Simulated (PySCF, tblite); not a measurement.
# C₆H₁₀ClFSi: geometry, infrared bands and NMR shifts

Wanted: the infrared bands and NMR shifts of C₆H₁₀ClFSi (`F[C@@H]1C[SiH2]CC/C1=C\Cl`), by calculation.

Computed with tblite 0.8.0 and PySCF 2.14.0, with density-fitted response routines of our own, on a single molecule in the gas phase. Atoms are numbered from 0 throughout.

## 1. Starting geometry

19 atoms, charge 0, multiplicity 1; geometry from: force field or distance geometry start.

Bonds of the start (Å): F0–C1 1.37, C1–C2 1.55, C2–Si3 1.88, Si3–C4 1.88, C4–C5 1.54, C5–C6 1.51, C6–C7 1.34, C7–Cl8 1.71, C6–C1 1.52, C1–H9 1.09, C2–H10 1.09, C2–H11 1.10, Si3–H12 1.49, Si3–H13 1.48, C4–H14 1.10, C4–H15 1.09, C5–H16 1.09, C5–H17 1.09, C7–H18 1.09.

## 2. Optimising the geometry with GFN2-xTB

Job settings and geometry (Å):

```
{"job": {"kind": "relax", "xc": "GFN2-xTB", "basis": "xTB"}, "charge": 0, "multiplicity": 1}
F     -0.889100    -2.524000     0.208000
C     -0.229200    -1.410600    -0.237700
C      0.996600    -1.238300     0.694700
Si     1.975600     0.311400     0.275500
C      0.643000     1.595500    -0.042000
C     -0.535400     1.044300    -0.874800
C     -1.140500    -0.197800    -0.255500
C     -2.383500    -0.277300     0.237100
Cl    -3.524100     0.991800     0.279800
H      0.093600    -1.638200    -1.248400
H      1.623000    -2.125000     0.631000
H      0.640200    -1.181700     1.733300
H      2.868700     0.706900     1.406000
H      2.762900     0.073100    -0.959100
H      0.267100     1.973300     0.915900
H      1.087000     2.452800    -0.558100
H     -0.192100     0.799100    -1.884300
H     -1.269600     1.838900    -0.996800
H     -2.804100    -1.185100     0.667900
```

Run with:

```bash
OMP_NUM_THREADS=1 python probes_run.py task.json out
```

This one command runs all jobs of the session in turn.

**Question.** This job is followed by: GFN2-xTB harmonic vibrations, gas phase; GIAO PBE0/pcSseg-1 NMR shielding, non-relativistic, gas phase. Predict these results of the whole session: strongest single infrared mode (GFN2-xTB); zero-point energy (GFN2-xTB); 13C shifts against TMS (PBE0/pcSseg-1); 1H shifts against TMS (PBE0/pcSseg-1); 19F shifts against CFCl3 (PBE0/pcSseg-1); 29Si shifts against TMS (PBE0/pcSseg-1); 35Cl shifts against HCl (PBE0/pcSseg-1).

**Answer**, as computed:

```
                                 quantity                                                           value
strongest single infrared mode (GFN2-xTB)                                           2268 cm⁻¹, 325 km/mol
             zero-point energy (GFN2-xTB)                                                   89.1 kcal/mol
   13C shifts against TMS (PBE0/pcSseg-1)                        151.8, 125.1, 96.7, 29.2, 24.2, 11.0 ppm
    1H shifts against TMS (PBE0/pcSseg-1)  6.38, 5.29, 4.23, 4.18, 3.54, 1.79, 1.66, 1.17, 0.87, 0.82 ppm
 19F shifts against CFCl3 (PBE0/pcSseg-1)                                                      -188.0 ppm
  29Si shifts against TMS (PBE0/pcSseg-1)                                                       -45.4 ppm
  35Cl shifts against HCl (PBE0/pcSseg-1)                                                         162 ppm
```

**Reading.** Relaxing lowered the energy by 0.111 eV in 70 steps; the close pair that moved most is Si3–H12, from 1.494 to 1.463 Å. No mode is imaginary among the 51: a minimum at this level. The strongest single mode, at 2268 cm⁻¹, moves mainly H12. Unscaled tight-binding wavenumbers are off by several per cent, some by more. Its intensities can rank the bands wrongly. The most deshielded hydrogen is H18 (hydrogen on an alkene CH), at 6.38 ppm: a vinylic proton, deshielded by the sp2 carbon and the C=C anisotropy. At PBE0/pcSseg-1: The largest span, 404 ppm, is at Cl8, where the paramagnetic term is -358 ppm.
